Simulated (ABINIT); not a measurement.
Runs of ABINIT 10.8.3 (patched build) on SiO. Symmetry: F-43m, No. 216, cubic system. The conventional cell has a = 4.867 Å, b = 4.867 Å, c = 4.867 Å, α = 90.00°, β = 90.00°, γ = 90.00°. Si (site symmetry -43m) has 4 O at 2.11 Å as nearest neighbours. O (site symmetry -43m) is surrounded by 4 Si at 2.11 Å. The cell was built by a generator and needn't be a form met in nature.

```tsv
task	level	potentials or basis	cell	cutoff (eV)	fine-grid cutoff	cell freedom (optcell)	optimiser (ionmov)	cutoff smearing ecutsm (Ha)	force stop (Ha/bohr)	gap on the mesh (eV)	pressure (GPa)
single point	PBEsol	JTH PAW PBE v2.0	as given	626	1224.51 eV	-	-	-	-	none	(a)
single point	PBEsol	PseudoDojo NC SR PBEsol v0.4 stringent	as given	1143	-	-	-	-	-	none	-4.0
relaxation of cell and atoms	PBE	SPMS NC PBE v1.0	relaxed	1088	-	2	2	0.5	2e-05	none	0.0
single point	AM05	PseudoDojo NC SR PBEsol v0.4 stringent	as given	1252	-	-	-	-	-	none	-3.8
```

Alike in all rows: no spin polarisation; k mesh 7 × 7 × 7; smearing fermi-dirac 0.05 eV.

Estimate the missing entries.

(a) -4.1.

Caveats: the PAW data sets were made with another functional, which shifts forces and pressure a little (some runs); the potentials were made for another functional, which shifts forces and pressure (some runs).

A k mesh can miss the band edges.

A gap of «none» marks a metal or a gap under the smearing width.

Not every run made on this cell is shown here.
